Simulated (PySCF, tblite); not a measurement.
**C5H9ClOSi2: geometry, infrared bands and NMR shifts**

Aim: predict the infrared bands and NMR shifts of C5H9ClOSi2 (`C=CC[Si@@H]1C(=O)[SiH2][C@@H]1Cl`).

The runs use tblite 0.8.0 and PySCF 2.14.0, with density-fitted response routines of our own; the level of theory stands in each step. All values are computed, except where a source is named. Atoms count from 0, in the outputs and in this text.

## Step 1: The molecule as given

18 atoms, charge 0, multiplicity 1; geometry from: force field or distance geometry start.

Bonds of the start (Å): C0–C1 1.36, C1–C2 1.48, C2–Si3 1.85, Si3–C4 1.83, C4–O5 1.23, C4–Si6 1.84, Si6–C7 1.88, C7–Cl8 1.76, C7–Si3 1.85, C0–H9 1.08, C0–H10 1.08, C1–H11 1.09, C2–H12 1.10, C2–H13 1.13, Si3–H14 1.47, Si6–H15 1.46, Si6–H16 1.47, C7–H17 1.11.

## Step 2: Optimising the geometry with GFN2-xTB

The job: settings as JSON, then the geometry in Å.

```
{"job": {"kind": "relax", "xc": "GFN2-xTB", "basis": "xTB"}, "charge": 0, "multiplicity": 1}
C      3.049800     0.382700     0.645200
C      1.886600     0.636800    -0.019500
C      1.337900    -0.416000    -0.901400
Si    -0.358000    -0.989600    -0.450300
C     -1.694500    -0.649100    -1.657500
O     -1.753600    -0.540800    -2.883300
Si    -2.834000    -0.543800    -0.222000
C     -1.330000     0.027200     0.755500
Cl    -1.204500     1.779500     0.591300
H      3.568700    -0.555100     0.547400
H      3.412200     1.172600     1.285700
H      1.407100     1.596500     0.143300
H      2.000100    -1.294700    -0.800500
H      1.418600    -0.125600    -1.991700
H     -0.410900    -2.408200    -0.061700
H     -3.285200    -1.880600     0.159700
H     -3.888500     0.469100    -0.338400
H     -1.330500    -0.358300     1.800800
```

The run is started by

```console
$ OMP_NUM_THREADS=1 python probes_run.py task.json out
```

One launch serves the whole session: the jobs run in the order shown.

The program printed:

```text
step      E/eV     max force
  0    -740.57801    4.167
  1    -740.85561    4.906
  2    -741.07448    1.098
  3    -741.15084    1.388
  4    -741.25496    0.905
  5    -741.33105    0.504
  6    -741.37155    0.432
  7    -741.39735    0.355
  8    -741.41440    0.321
  9    -741.43393    0.295
 10    -741.45416    0.309
 11    -741.47194    0.325
 12    -741.48366    0.227
 13    -741.49168    0.184
 14    -741.49896    0.175
 15    -741.50499    0.153
 16    -741.50909    0.157
 17    -741.51249    0.173
 18    -741.51588    0.153
 19    -741.51881    0.101
 20    -741.52078    0.118
 21    -741.52203    0.103
 22    -741.52321    0.081
 23    -741.52446    0.072
 24    -741.52556    0.082
 25    -741.52654    0.073
 26    -741.52771    0.086
 27    -741.52938    0.101
 28    -741.53155    0.105
 29    -741.53388    0.137
 30    -741.53608    0.125
 31    -741.53827    0.110
 32    -741.54071    0.114
 33    -741.54306    0.101
 34    -741.54496    0.124
 35    -741.54660    0.109
 36    -741.54834    0.109
 37    -741.55020    0.106
 38    -741.55194    0.105
 39    -741.55339    0.098
 40    -741.55472    0.094
 41    -741.55622    0.108
 42    -741.55817    0.111
 43    -741.56057    0.131
 44    -741.56317    0.122
 45    -741.56567    0.115
 46    -741.56760    0.234
 47    -741.56851    0.291
 48    -741.57053    0.088
 49    -741.57212    0.143
 50    -741.57383    0.148
 51    -741.57595    0.136
 52    -741.57838    0.124
 53    -741.58077    0.099
 54    -741.58318    0.131
 55    -741.58373    0.471
 56    -741.58725    0.135
 57    -741.58887    0.091
 58    -741.59179    0.166
 59    -741.59276    0.137
 60    -741.59527    0.081
 61    -741.59651    0.067
 62    -741.59752    0.076
 63    -741.59809    0.076
 64    -741.59863    0.063
 65    -741.59920    0.147
 66    -741.59994    0.140
 67    -741.60085    0.123
 68    -741.60231    0.092
 69    -741.60359    0.083
 70    -741.60470    0.075
 71    -741.60550    0.083
 72    -741.60583    0.111
 73    -741.60657    0.049
 74    -741.60701    0.043
 75    -741.60738    0.043
 76    -741.60760    0.043
 77    -741.60792    0.045
 78    -741.60825    0.047
 79    -741.60869    0.047
 80    -741.60907    0.047
 81    -741.60943    0.054
 82    -741.60978    0.054
 83    -741.61020    0.053
 84    -741.61065    0.049
 85    -741.61108    0.053
 86    -741.61147    0.058
 87    -741.61194    0.055
 88    -741.61262    0.062
 89    -741.61351    0.078
 90    -741.61431    0.067
 91    -741.61504    0.133
 92    -741.61573    0.069
 93    -741.61669    0.061
 94    -741.61714    0.060
 95    -741.61789    0.057
 96    -741.61852    0.068
 97    -741.61920    0.056
 98    -741.61980    0.048
 99    -741.62032    0.072
100    -741.62077    0.078
101    -741.62131    0.067
102    -741.62195    0.089
103    -741.62264    0.045
104    -741.62312    0.045
105    -741.62336    0.037
106    -741.62352    0.036
107    -741.62384    0.036
108    -741.62427    0.052
109    -741.62480    0.054
110    -741.62532    0.057
111    -741.62591    0.064
112    -741.62681    0.070
113    -741.62809    0.088
114    -741.62943    0.110
115    -741.63052    0.083
116    -741.63145    0.069
117    -741.63263    0.081
118    -741.63427    0.145
119    -741.63570    0.159
120    -741.63774    0.169
121    -741.63938    0.104
122    -741.64055    0.112
123    -741.64173    0.117
124    -741.64320    0.085
125    -741.64428    0.061
126    -741.64461    0.131
127    -741.64502    0.052
128    -741.64525    0.049
129    -741.64566    0.052
130    -741.64616    0.053
131    -741.64702    0.100
132    -741.64825    0.139
133    -741.64944    0.084
134    -741.65010    0.131
135    -741.65081    0.063
136    -741.65130    0.061
137    -741.65183    0.062
138    -741.65253    0.057
139    -741.65332    0.065
140    -741.65421    0.075
141    -741.65512    0.072
142    -741.65583    0.056
143    -741.65635    0.057
144    -741.65676    0.053
145    -741.65717    0.070
146    -741.65768    0.060
147    -741.65839    0.069
148    -741.65926    0.062
149    -741.66012    0.062
150    -741.66078    0.047
151    -741.66109    0.042
152    -741.66121    0.034
153    -741.66136    0.030
154    -741.66155    0.026
155    -741.66181    0.034
156    -741.66200    0.034
157    -741.66225    0.027
158    -741.66240    0.023
159    -741.66251    0.024
160    -741.66259    0.017
161    -741.66267    0.017
162    -741.66275    0.022
163    -741.66281    0.023
164    -741.66287    0.018
165    -741.66292    0.015
166    -741.66297    0.013
167    -741.66301    0.011
168    -741.66303    0.008
```

Run time: 3.2 s. Hardware: 1 thread of Arm Neoverse N1, shared host; peak memory 0.18 GiB.

The steps of the relaxation: (not every step is listed)

```
step  energy from step 0 (eV)  largest force (eV/Å)
   0                   0.0000                4.1669
   1                  -0.2776                4.9064
   2                  -0.4965                1.0976
   3                  -0.5728                1.3885
   4                  -0.6770                0.9046
   5                  -0.7530                0.5042
   6                  -0.7935                0.4323
   7                  -0.8193                0.3549
   8                  -0.8364                0.3210
  23                  -0.9465                0.0718
  38                  -0.9739                0.1045
  53                  -1.0028                0.0988
  68                  -1.0243                0.0920
  83                  -1.0322                0.0526
  98                  -1.0418                0.0480
 113                  -1.0501                0.0882
 128                  -1.0672                0.0487
 143                  -1.0783                0.0566
 158                  -1.0844                0.0229
 163                  -1.0848                0.0235
 164                  -1.0849                0.0177
 165                  -1.0849                0.0148
 166                  -1.0850                0.0128
 167                  -1.0850                0.0112
 168                  -1.0850                0.0081
```

Distances of close pairs at the start and the end, largest changes first:

```
  bond  before (Å)  after (Å)  change (Å)
Si3–C4       1.833      1.962      +0.129
C4–Si6       1.836      1.958      +0.122
Si3–C7       1.853      1.941      +0.088
C2–Si3       1.846      1.905      +0.059
Si6–C7       1.882      1.935      +0.052
 C0–C1       1.364      1.320      -0.043
C2–H13       1.131      1.091      -0.040
C7–Cl8       1.764      1.797      +0.033
```

The end geometry stands in the next job.

## Step 3: Harmonic vibrations with GFN2-xTB

The job: settings as JSON, then the geometry in Å.

```
{"job": {"kind": "ir", "xc": "GFN2-xTB", "basis": "xTB"}, "charge": 0, "multiplicity": 1}
C      3.316324     0.135374     0.348358
C      2.086866     0.587770     0.182663
C      1.151754     0.119487    -0.879576
Si    -0.186302    -1.013403    -0.133720
C     -1.611238    -1.518847    -1.383549
O     -1.652140    -2.323001    -2.278548
Si    -2.980415    -0.355499    -0.605827
C     -1.627212    -0.053651     0.743451
Cl    -1.292844     1.682535     1.064822
H      3.737992    -0.608846    -0.307663
H      3.954974     0.493998     1.137092
H      1.683752     1.332749     0.854730
H      1.700246    -0.420357    -1.651822
H      0.669157     0.979589    -1.346910
H      0.383912    -2.098935     0.664656
H     -4.192926    -1.005456    -0.121742
H     -3.264652     0.829841    -1.403906
H     -1.886005    -0.460523     1.720341
```

The program printed:

```text
mode    cm-1     km/mol
  1      19.7      2.02
  2      41.8      0.08
  3      64.2      1.95
  4      78.6      1.05
  5     103.5      2.08
  6     173.7      4.25
  7     188.2      0.80
  8     245.0      5.00
  9     274.9      2.50
 10     336.2      4.37
 11     347.7      9.69
 12     406.7      4.09
 13     434.7     19.25
 14     465.9      6.40
 15     491.6     32.96
 16     530.1     16.44
 17     553.7      6.96
 18     584.5     15.95
 19     638.9    165.57
 20     650.8    258.09
 21     686.1     89.28
 22     719.0     19.37
 23     747.0    111.48
 24     771.6    111.18
 25     785.6     53.97
 26     811.9    120.04
 27     886.0     15.54
 28     951.8     20.63
 29    1016.8     28.89
 30    1021.4      8.11
 31    1047.7     23.04
 32    1167.3     10.49
 33    1172.2     35.54
 34    1202.9     11.65
 35    1294.2      1.48
 36    1408.8      8.89
 37    1443.6      6.13
 38    1708.4     29.44
 39    1742.3    235.56
 40    2259.4    259.42
 41    2298.9    344.13
 42    2315.5    169.07
 43    2955.1      9.08
 44    2969.2     29.62
 45    2987.9     17.37
 46    3068.5     24.23
 47    3097.5     26.88
 48    3127.3     44.72
```

Run time: 1.7 s. Hardware: 1 thread of Arm Neoverse N1, shared host; peak memory 0.18 GiB.

Which atoms move in the most intense modes:

```
cm⁻¹  km/mol                                   atoms
 639   165.6             H14 24 %, Si3 15 %, C7 11 %
 651   258.1  H15 22 %, Si6 16 %, H14 16 %, H16 15 %
 747   111.5             H15 33 %, H16 30 %, C7 10 %
 812   120.0              C7 44 %, Si3 13 %, C2 10 %
1742   235.6                        C4 59 %, O5 40 %
2259   259.4                                H14 96 %
2299   344.1                                H15 92 %
2316   169.1                                H16 93 %
```

## Step 4: Nuclear shieldings: PBE0/pcSseg-1

Same as in step 3 but for these lines:

```diff
@@ -1,2 +1,2 @@
-{"job": {"kind": "ir", "xc": "GFN2-xTB", "basis": "xTB"}, "charge": 0, "multiplicity": 1}
+{"job": {"kind": "nmr", "xc": "PBE0", "basis": "pcSseg-1"}, "charge": 0, "multiplicity": 1}
 C      3.316324     0.135374     0.348358
```

Level: GIAO PBE0/pcSseg-1 NMR shielding, non-relativistic, gas phase.

The program printed:

```text
coarse grid: 16968 points
cycle   1  E = -1309.3184701830  dE =  1.011e+00  |g| = 7.825e-01  |ddm| = 4.015e+00
cycle   2  E = -1308.8704805169  dE =  4.480e-01  |g| = 1.679e+00  |ddm| = 1.924e+00
cycle   3  E = -1309.4441758068  dE = -5.737e-01  |g| = 1.831e-01  |ddm| = 1.493e+00
cycle   4  E = -1309.4515338948  dE = -7.358e-03  |g| = 6.577e-02  |ddm| = 1.999e-01
cycle   5  E = -1309.4525124647  dE = -9.786e-04  |g| = 1.578e-02  |ddm| = 6.018e-02
cycle   6  E = -1309.4525633819  dE = -5.092e-05  |g| = 6.203e-03  |ddm| = 1.763e-02
cycle   7  E = -1309.4525722176  dE = -8.836e-06  |g| = 1.861e-03  |ddm| = 7.189e-03
final grid: 151200 points
cycle   8  E = -1309.5151923696  dE = -1.523e-05  |g| = 1.355e-02  |ddm| = 2.713e-02
cycle   9  E = -1309.5150921800  dE =  1.002e-04  |g| = 2.662e-02  |ddm| = 2.371e-02
cycle  10  E = -1309.5152269454  dE = -1.348e-04  |g| = 3.050e-03  |ddm| = 1.671e-02
cycle  11  E = -1309.5152290617  dE = -2.116e-06  |g| = 3.094e-04  |ddm| = 2.587e-03
cycle  12  E = -1309.5152290815  dE = -1.981e-08  |g| = 9.413e-05  |ddm| = 3.614e-04
cycle  13  E = -1309.5152290836  dE = -2.064e-09  |g| = 3.326e-05  |ddm| = 1.261e-04
cycle  14  E = -1309.5152290838  dE = -2.542e-10  |g| = 1.357e-05  |ddm| = 3.888e-05
converged SCF energy = -1309.5152290838

GIAO shielding tensors (ppm)
atom      isotropic    diamagn.    paramagn.     s11        s22        s33       span
  0 C       64.156     252.155    -188.000    -50.250     85.884    156.832    207.082
  1 C       46.948     256.447    -209.499    -76.035     51.265    165.614    241.650
  2 C      164.535     252.583     -88.048    144.000    157.921    191.685     47.685
  3 Si     348.036     880.551    -532.515    267.970    316.850    459.289    191.319
  4 C     -132.120     258.409    -390.529   -339.616   -112.909     56.166    395.782
  5 O     -964.241     396.259   -1360.500  -2646.846   -566.649    320.771   2967.617
  6 Si     373.233     880.072    -506.840    267.119    323.846    528.732    261.613
  7 C      157.797     256.847     -99.050    128.948    149.938    194.506     65.559
  8 Cl     881.284    1148.255    -266.971    732.134    824.081   1087.637    355.502
  9 H       26.297      30.345      -4.048     22.765     25.417     30.710      7.945
 10 H       26.338      28.472      -2.134     23.150     25.171     30.693      7.542
 11 H       25.175      31.886      -6.710     21.980     23.133     30.413      8.433
 12 H       29.883      31.693      -1.810     25.259     28.483     35.908     10.648
 13 H       28.974      31.675      -2.701     25.127     28.825     32.971      7.845
 14 H       26.883      29.828      -2.944     23.784     24.859     32.007      8.222
 15 H       26.657      28.454      -1.797     22.804     24.604     32.563      9.759
 16 H       26.650      28.758      -2.108     23.562     24.724     31.664      8.102
 17 H       27.685      31.208      -3.524     23.128     24.946     34.979     11.851
```

Run time: 1.7 min. Hardware: 1 thread of Arm Neoverse N1, shared host; peak memory 0.99 GiB.

The references, computed at this level on geometries of the same kind, shield at (ppm): ¹H TMS 31.72, ¹³C TMS 186.9, ²⁹Si TMS 349.2, ¹⁷O H2O 336.1, ³⁵Cl HCl 950. Their shielding less the atom's gives the shift. The references are single molecules in the gas phase, so shifts against H2O, NH3, PH3, H3PO4 or CFCl3 are not on the usual liquid scales and can be off by tens of ppm.

```
atoms                                                environment  σ (ppm)  δ (ppm)  δ scaled to CDCl3
   C4                                            carbonyl carbon   -132.1    319.0              309.5
   C1                                                  alkene CH     46.9    140.0              134.7
   C0                                       terminal =CH2 carbon     64.2    122.8              117.9
   C7                               sp3 CH bonded to Cl and 2 Si    157.8     29.1               26.5
   C2                               allylic sp3 CH2 bonded to Si    164.5     22.4               19.9
  H11                                   hydrogen on an alkene CH    25.18     6.54               6.27
   H9                         hydrogen on a terminal =CH2 carbon    26.30     5.42               5.21
  H10                         hydrogen on a terminal =CH2 carbon    26.34     5.38               5.18
  H16  hydrogen on a silicon bonded to 2 C, in a 4-membered ring    26.65     5.07                  –
  H15  hydrogen on a silicon bonded to 2 C, in a 4-membered ring    26.66     5.06                  –
  H14  hydrogen on a silicon bonded to 3 C, in a 4-membered ring    26.88     4.83                  –
  H17                hydrogen on an sp3 CH bonded to Cl and 2 Si    27.68     4.03               3.91
  H13                hydrogen on an allylic sp3 CH2 bonded to Si    28.97     2.74               2.69
  H12                hydrogen on an allylic sp3 CH2 bonded to Si    29.88     1.83               1.83
  Si3             silicon bonded to 3 C, H, in a 4-membered ring    348.0      1.1                  –
  Si6           silicon bonded to 2 C, 2 H, in a 4-membered ring    373.2    -24.1                  –
   O5                                            carbonyl oxygen   -964.2   1300.3                  –
  Cl8                                       chlorine bonded to C      881       68                  –
```

The scaled column applies a straight-line fit of computed shieldings to shifts measured in CDCl3, with any fitted terms for Cl, Br or S neighbours (root-mean-square error 0.16 ppm for H, 1.9 ppm for C).

The run also stored atomic charges by several schemes (e):

```
atoms  Mulliken    IAO  Hirshfeld  ESP fit
   C0     -0.15  -0.33      -0.11    -0.55
   C1     -0.26  -0.13      -0.04     0.01
   C2     -0.47  -0.53      -0.15    -0.33
  Si3      0.89   0.82       0.35     0.47
   C4     -0.23  -0.08       0.00     0.18
   O5     -0.30  -0.33      -0.21    -0.38
  Si6      0.67   0.67       0.32     0.44
   C7     -0.78  -0.65      -0.18    -0.50
  Cl8     -0.13  -0.11      -0.06    -0.12
```

Mayer bond orders: C0–C1 1.97, C1–C2 1.03, C2–Si3 0.93, Si3–C4 0.77, C4–O5 1.94, C4–Si6 0.81, Si6–C7 0.83, C7–Cl8 0.95, C7–Si3 0.80.

Ring of atoms Si3, C4, Si6, C7: NICS(0) 15.0, NICS(1) 1.7, NICS(1)zz 1.2 ppm (means of both faces; NICS(1) differs between them: 0.3 and 3.1).

The two faces differ (NICS(1)zz 5.0 and -2.6 ppm).

Orbitals, density, ELF and potential are computed afterwards from the orbital file.

Frontier orbitals at PBE0/pcSseg-1, with the share of their density that lies nearest to each atom:

```
orbital  energy (eV)                                     lies on
   HOMO        -6.24  O5 38 %; C4 19 %; Si3, Si6 about 12 % each
   LUMO        -2.36   C4 36 %; O5 25 %; Si3, Si6 about 6 % each
```

ELF in a plane through or near 7 of the atoms.

Ten even steps from '0' (0.00) to '9' (1.00):
```
0000000000000000000000000000
0000000000000000000000000000
0000000000000023320000000000
0000000000001366651000000000
0000000000003688861000000000
0000000003202688740000000000
0000351018920256742100000000
0002998227840025137635872000
0005999556630158149649997000
0002896287534438875119999200
0000146265448251314129998100
0000289940137311979954561000
0000499940124438924721000000
0000189900210134557400000000
0000001000000000573850000000
0000000000000002898851000000
0000000000000001576520000000
0000000000000000122100000000
0000000000000000000000000000
0000000000000000000000000000
```
The map spans 13.7 Å across and 10.5 Å up, centred on the molecule. Atoms in the plane (x, y in Å): C0 (-3.4, 0.0), C4 (1.9, -1.5), O5 (2.2, -2.6), C7 (1.5, 1.1), H9 (-3.6, -1.0), H10 (-4.1, 0.7), H15 (4.2, 0.3).

log10 of the density (e/Å³) in the same plane.

Ten even steps from ' ' (-4.0) to '@' (1.1):
```
                                                        
                          ..::::::::                    
                        ::--======--::..                
                      ..--==++++++==--::                
                ..::::::==++**##****==--....            
        ..::::::--====--==++######**++==--::::..        
      ::--======++++++++==++**######**++====----::..    
    ..--++************++==++**##%%%%##**++++++==--::    
    ::==**############**++++**##%%%%####******++==::..  
    ::--**##%%@@%%%%##******##################**==--..  
    ..--++**%%%%####****####@@##****########**++==::..  
    ..::==**%%%%**++****####%%##########****++==--::    
      ::==++####++==++++******##%%@@%%##++++==--::..    
      ..--==++++========++++++**##%%%%##++==::::..      
        ..::----::::--------==++##%%@@%%++==..          
            ..............::--==**%%%%##++==..          
                            ::--++****++==::            
                              ::========--..            
                                ..::::..                
                                                        
```
The map spans 13.7 Å across and 10.5 Å up, centred on the molecule. Atoms in the plane (x, y in Å): C0 (-3.4, 0.0), C4 (1.9, -1.5), O5 (2.2, -2.6), C7 (1.5, 1.1), H9 (-3.6, -1.0), H10 (-4.1, 0.7), H15 (4.2, 0.3).

On the surface of density 0.002 e/bohr³ the electrostatic potential runs, from the 1st to the 99th percentile, from -1.33 V near O5 to 1.55 V near H17.

## Step 5: Summary of results

| quantity | value |
| --- | --- |
| strongest single infrared mode (GFN2-xTB) | 2299 cm⁻¹, 344 km/mol |
| zero-point energy (GFN2-xTB) | 74.8 kcal/mol |
| ¹³C shifts against TMS (PBE0/pcSseg-1) | 319.0, 140.0, 122.8, 29.1, 22.4 ppm |
| ¹H shifts against TMS (PBE0/pcSseg-1) | 6.54, 5.42, 5.38, 5.07, 5.06, 4.83, 4.03, 2.74, 1.83 ppm |
| ²⁹Si shifts against TMS (PBE0/pcSseg-1) | 1.1, -24.1 ppm |
| ¹⁷O shifts against H2O (PBE0/pcSseg-1) | 1300.3 ppm |
| ³⁵Cl shifts against HCl (PBE0/pcSseg-1) | 68 ppm |
| surface potential, 1st and 99th percentile | -1.33 V and 1.55 V |

What this shows: Over 168 steps the energy fell by 1.085 eV; of the close pairs, Si3–C4 changed most, 1.833 to 1.962 Å. All 48 modes are real, so the xTB geometry is a minimum. The strongest single mode, at 2299 cm⁻¹, moves mainly H15. GFN2-xTB is a fitted tight-binding method: band positions and strengths are rough. Its intensities can rank the bands wrongly. At PBE0/pcSseg-1: Shielding is most anisotropic at O5 (span 2968 ppm, paramagnetic term -1360 ppm). By nearest atom (PBE0/pcSseg-1), the HOMO sits on O5 38 %; C4 19 % and the LUMO on C4 36 %; O5 25 %.
